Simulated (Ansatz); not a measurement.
# Na4H6Ru: the cost of one run

Computed with Ansatz 0.2.0 (DFT, PBE, plane-wave PAW, default files, scalar-relativistic, as far as a step names no other, unless a step's input says otherwise).

**1. The system as given**

Symmetry: R-3c, No. 167, trigonal system. The conventional cell has a = 9.054 Å, b = 9.054 Å, c = 11.297 Å, α = 90.00°, β = 90.00°, γ = 120.00°. Around Na (site symmetry 32) lie 6 H at 2.31 Å. Na (site symmetry 2) is surrounded by 6 H at 2.38 to 2.50 Å. H (site symmetry 1) is surrounded by 1 Ru at 1.74 Å and 4 Na at 2.31 to 2.50 Å. Around Ru (site symmetry -3) lie 6 H at 1.74 Å.

As a file:

```xyz
22
Lattice="4.5272 2.6138 3.7658 -4.5272 2.6138 3.7658 0.0000 -5.2276 3.7658" Properties=species:S:1:pos:R:3 pbc="T T T"
Na    0.0000    0.0000    2.8243
Na    0.0000    0.0000    8.4730
Na    1.7370   -2.2190    6.5901
Na    1.0532    2.6138    6.5901
Na   -2.7902   -0.3948    6.5901
Na   -1.0532   -2.6138    4.7072
Na    2.7902    0.3948    4.7072
Na   -1.7370    2.2190    4.7072
H     0.4798    1.3413    4.6481
H    -1.4015   -0.2552    4.6481
H     0.9218   -1.0862    4.6481
H    -3.1257   -2.8690    6.5310
H     4.0474   -1.2724    6.5310
H    -0.9218    4.1414    6.5310
H    -0.4798   -1.3413    6.6491
H     1.4015    0.2552    6.6491
H    -0.9218    1.0862    6.6491
H     3.1257    2.8690    4.7663
H    -4.0474    1.2724    4.7663
H     0.9218   -4.1414    4.7663
Ru    0.0000    0.0000    5.6486
Ru    0.0000    0.0000    0.0000
```

**2. Single point at the given positions**

input.yaml reads:

```yaml
crystal:
  lattice:
    - [4.5271991023, 2.6137796204, 3.765757697]
    - [-4.5271991023, 2.6137796204, 3.765757697]
    - [0.0, -5.2275592408, 3.765757697]
  atoms:
    - { symbol: Na, position: [0.25, 0.25, 0.25] }
    - { symbol: Na, position: [0.75, 0.75, 0.75] }
    - { symbol: Na, position: [0.63368394, 0.25, 0.86631606] }
    - { symbol: Na, position: [0.86631606, 0.63368394, 0.25] }
    - { symbol: Na, position: [0.25, 0.86631606, 0.63368394] }
    - { symbol: Na, position: [0.13368394, 0.36631606, 0.75] }
    - { symbol: Na, position: [0.75, 0.13368394, 0.36631606] }
    - { symbol: Na, position: [0.36631606, 0.75, 0.13368394] }
    - { symbol: H, position: [0.54995607, 0.44398181, 0.24037742] }
    - { symbol: H, position: [0.24037742, 0.54995607, 0.44398181] }
    - { symbol: H, position: [0.44398181, 0.24037742, 0.54995607] }
    - { symbol: H, position: [0.04995607, 0.74037742, 0.94398181] }
    - { symbol: H, position: [0.94398181, 0.04995607, 0.74037742] }
    - { symbol: H, position: [0.74037742, 0.94398181, 0.04995607] }
    - { symbol: H, position: [0.45004393, 0.55601819, 0.75962258] }
    - { symbol: H, position: [0.75962258, 0.45004393, 0.55601819] }
    - { symbol: H, position: [0.55601819, 0.75962258, 0.45004393] }
    - { symbol: H, position: [0.95004393, 0.25962258, 0.05601819] }
    - { symbol: H, position: [0.05601819, 0.95004393, 0.25962258] }
    - { symbol: H, position: [0.25962258, 0.05601819, 0.95004393] }
    - { symbol: Ru, position: [0.5, 0.5, 0.5] }
    - { symbol: Ru, position: [0.0, 0.0, 0.0] }
kpoints:
  mp_grid: { grid: [5, 5, 5] }
scf:
  occupations: { method: fermi_dirac, width: 0.05 }
hamiltonian:
  xc: pbe
  pseudopotentials: { kind: paw }
output:
  forces: true
  stress: true
  populations: true
  efg:
    quadrupole_moments_barn: { Na: 0.104, H: 0.00285783, Ru: 0.079 }
    contact_densities: true
```

On the command line:

```console
> ansatz run input.yaml --threads 1 --pin off --max-ram 2560MiB --backend cpu --events-out ev --progress --plain --runs-dir out
```

Q: Estimate wall time and peak memory on 1 thread of AMD EPYC 7R13 (Zen 3), shared host.

About 24 s, with a peak of 0.73 GiB.
